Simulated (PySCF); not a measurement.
# [Yb(H2O)]3+: other functionals and bases at one geometry

The task here is to estimate one member of a computed series from the others.

Method: several levels, as the steps say, no spin–orbit coupling; program: PySCF 2.14.0.

2 further runs of the same task are left out: 2 for a known fault of the program.

## Where the work starts

4 atoms, charge 3, spin multiplicity 1.

Bond lengths: Yb1–O2 2.129 Å, O2–H3 1.009 Å, O2–H4 1.009 Å. Angles: Yb1–O2–H3 128.9°, Yb1–O2–H4 128.9°, H3–O2–H4 102.2°.

As a file:

```xyz
4
H2OYb
Yb    0.00000    0.00000   -0.05157
O     0.00000    0.00000    2.07723
H     0.78491    0.00000    2.71112
H    -0.78491    0.00000    2.71112
```

Formal oxidation states: Yb +3. Each metal's 13 4f electrons lie in its core potential, so multiplicities, spins and levels count the valence alone. An earlier session relaxed this geometry at B3LYP, Yb lcecp-1-SVP with ECP59, O def2-SVP, H def2-SVP (singlet, point group C2v).

At B3LYP on the finer grid: E = -114.413390 Eh, HOMO -28.26 eV, LUMO -21.33 eV, Mulliken charge on Yb1 +2.52 e, largest force component 0.002 eV/Å. 

Levels to run: HF; PBE0; wB97X; BLYP; B3LYP, TZVP. Hardware: 2 threads of Arm Neoverse V1, shared host.

The first run:

Contents of run.py (the lines that set the calculation):

```python
mol = gto.M(atom='''
Yb     0.00000     0.00000    -0.05157
O      0.00000     0.00000     2.07723
H      0.78491     0.00000     2.71112
H     -0.78491     0.00000     2.71112''',
    basis={'Yb': 'lcecp-1-SVP', 'O': 'def2-SVP', 'H': 'def2-SVP'},
    ecp={'Yb': 'lcecp-1-SVP'},
    charge=3, spin=0)
mf = scf.RHF(mol)
mf = mf.density_fit()  # fitting sets: Yb AutoAux, O def2-universal-JKFIT, H def2-universal-JKFIT
mf.conv_tol = 1e-08; mf.max_cycle = 55
mf.kernel(dm0)  # dm0: the density of the relaxed state
```

Launch:

```
$ OMP_NUM_THREADS=2 python run.py
```

Among the steps run: HF; PBE0; wB97X; BLYP; B3LYP, TZVP.

One table of the session follows, with a row left open; its other results are not shown here.

```
               level  HOMO (eV)  gap (eV)  charge on Yb1 (e)  dipole (D)  largest force component (eV/Å)
B3LYP (relaxed here)     -28.26      6.93               2.52        3.63                            0.00
                  HF          ?         ?                  ?           ?                               ?
                PBE0     -28.54      7.71               2.54        3.54                            0.14
               wB97X     -30.97     12.84               2.55        3.30                            0.29
                BLYP     -26.81      4.80               2.47        3.93                            0.36
         B3LYP, TZVP     -28.25      6.95               2.62        3.66                            0.25
```

Estimate the missing values for HF.

As computed: HOMO (eV): -32.86; gap (eV): 15.25; charge on Yb1 (e): 2.67; dipole (D): 2.82; largest force component (eV/Å): 1.70. In the column «HOMO (eV)» it is the lowest.

The dipole of a charged species depends on the origin, so these sizes hold for this origin alone.

In one basis the HOMO–LUMO gap runs from 4.80 eV (BLYP) to 15.25 eV (HF). The largest leftover force, 1.70 eV/Å with HF, stands at a geometry relaxed at another level. With 4f in the core, its levels are missing from HOMO and gap, and its count is fixed, so no charge can pass from the ligands into it. Total energies of different levels can't be compared.
